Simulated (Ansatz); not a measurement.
# CH6CuN: small, medium and large basis sets

The task here is to estimate one member of a computed series from the others.

Program: Ansatz 0.2.0, Gaussian basis. Level of theory: one geometry, several basis sets. These are calculated values, not measurements.

Plan: PBE0-D4/def2-SVP; ωB97M-V/def2-SVP; PBE0-D4/def2-QZVPP; ωB97M-V/def2-QZVPP; the functionals' def2-TZVPP values are taken from earlier runs.

### The geometry

All runs share one geometry, relaxed beforehand with PBE0-D4 in a triple-zeta def2 set.

SMILES `[CH3][Cu-][NH3+]`, 9 atoms, charge 0, spin multiplicity 1.

Atoms are counted from 1 here; the program's logs count them from 0.

Bond lengths: C1–Cu2 1.902 Å, C1–H4 1.096 Å, C1–H5 1.096 Å, C1–H6 1.096 Å, Cu2–N3 1.976 Å, N3–H7 1.015 Å, N3–H8 1.015 Å, N3–H9 1.015 Å. Angles: Cu2–C1–H4 111.3°, Cu2–C1–H5 111.3°, Cu2–C1–H6 111.3°, H4–C1–H5 107.6°, H4–C1–H6 107.6°, H5–C1–H6 107.6°, C1–Cu2–N3 180.0°, Cu2–N3–H7 111.2°, Cu2–N3–H8 111.2°, Cu2–N3–H9 111.2°, H7–N3–H8 107.7°, H7–N3–H9 107.7°, H8–N3–H9 107.7°.

The first run:

Contents of in.yaml:

```yaml
crystal:
  periodic: [false, false, false]
  atoms:
    - {symbol: C, position_ang: [-0.894024, 1.333608, -1.048179]}
    - {symbol: Cu, position_ang: [-0.001400, 0.010711, -0.014272]}
    - {symbol: N, position_ang: [0.927124, -1.364042, 1.060132]}
    - {symbol: H, position_ang: [-1.741293, 0.906557, -1.596087]}
    - {symbol: H, position_ang: [-0.219589, 1.786605, -1.783286]}
    - {symbol: H, position_ang: [-1.282072, 2.139283, -0.415132]}
    - {symbol: H, position_ang: [1.889867, -1.476937, 0.759318]}
    - {symbol: H, position_ang: [0.470632, -2.266649, 0.976326]}
    - {symbol: H, position_ang: [0.939255, -1.115438, 2.044080]}
basis:
  gaussian: {orbitals: def2-SVP}
hamiltonian: {xc: pbe0, dispersion: d4}
output: {orbitals: {seedname: orbitals}}
```

Command:

```sh
$ ansatz run in.yaml --threads 4 --pin off --events-out ev --progress --plain --max-ram 10444MiB
```

Steps of the session up to this table: PBE0-D4 in def2-SVP; ωB97M-V in def2-SVP; PBE0-D4 in def2-QZVPP; ωB97M-V in def2-QZVPP.

One of the session's tables, all rows but one given; the rest of the session is left out.

It belongs to the step «Functionals by basis». 

```
functional       basis  HOMO (eV)
   PBE0-D4    def2-SVP      -5.06
   PBE0-D4  def2-TZVPP      -5.40
   PBE0-D4  def2-QZVPP      -5.41
   ωB97M-V    def2-SVP          ?
   ωB97M-V  def2-TZVPP      -7.70
   ωB97M-V  def2-QZVPP      -7.71
```

**Question.** Estimate the row for ωB97M-V, def2-SVP.

**Answer.** HOMO (eV): -7.34. In the column «HOMO (eV)» it lies between ωB97M-V, def2-TZVPP (-7.70) and PBE0-D4, def2-QZVPP (-5.41).
